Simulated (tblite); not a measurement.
# C6H9SSi: the cost of one run

Programs: tblite 0.8.0 and PySCF 2.14.0, with density-fitted response routines of our own. Each step states its level of theory. These are calculated values for one molecule in the gas phase, unless marked as measured. Atoms are numbered from 0 throughout.

### 1 The molecule as given

17 atoms, charge 0, multiplicity 2; geometry from: force field or distance geometry start.

Bonds of the start (Å): Si0–S1 2.16, S1–C2 1.68, C2–C3 1.49, C3–C4 1.53, C4–C5 1.52, C5–C6 1.50, C6–C7 1.52, C5–C2 1.49, C6–C2 1.47, C7–C3 1.49, Si0–H8 1.46, Si0–H9 1.47, C3–H10 1.08, C4–H11 1.11, C4–H12 1.10, C5–H13 1.07, C6–H14 1.08, C7–H15 1.11, C7–H16 1.09.

### 2 Relaxing the molecule with GFN2-xTB

What the job is given:

```
{"job": {"kind": "relax", "xc": "GFN2-xTB", "basis": "xTB"}, "charge": 0, "multiplicity": 2}
Si     3.099200     0.316300     0.374300
S      1.241700     0.378500     1.473400
C     -0.076700     0.192200     0.443700
C     -0.228700    -0.563900    -0.834900
C     -1.309600    -1.356700    -0.102900
C     -1.512300    -0.088000     0.709500
C     -1.096800     1.124900    -0.060500
C     -0.645200     0.729500    -1.456000
H      3.609200    -1.047600     0.217800
H      4.073400     1.219600     1.005100
H      0.614700    -1.109600    -1.229200
H     -2.195400    -1.596500    -0.732200
H     -0.893300    -2.183800     0.488000
H     -1.983900    -0.082400     1.668600
H     -1.282400     2.144800     0.234800
H     -1.562600     0.579500    -2.057900
H      0.141400     1.355300    -1.887900
```

The run is started by

```sh
$ OMP_NUM_THREADS=1 python probes_run.py task.json out
```

One launch serves the whole session: the jobs run in the order shown.

**Question.** How long does this first job take on 1 thread of Arm Neoverse V1, shared host?

About 1.1 s.
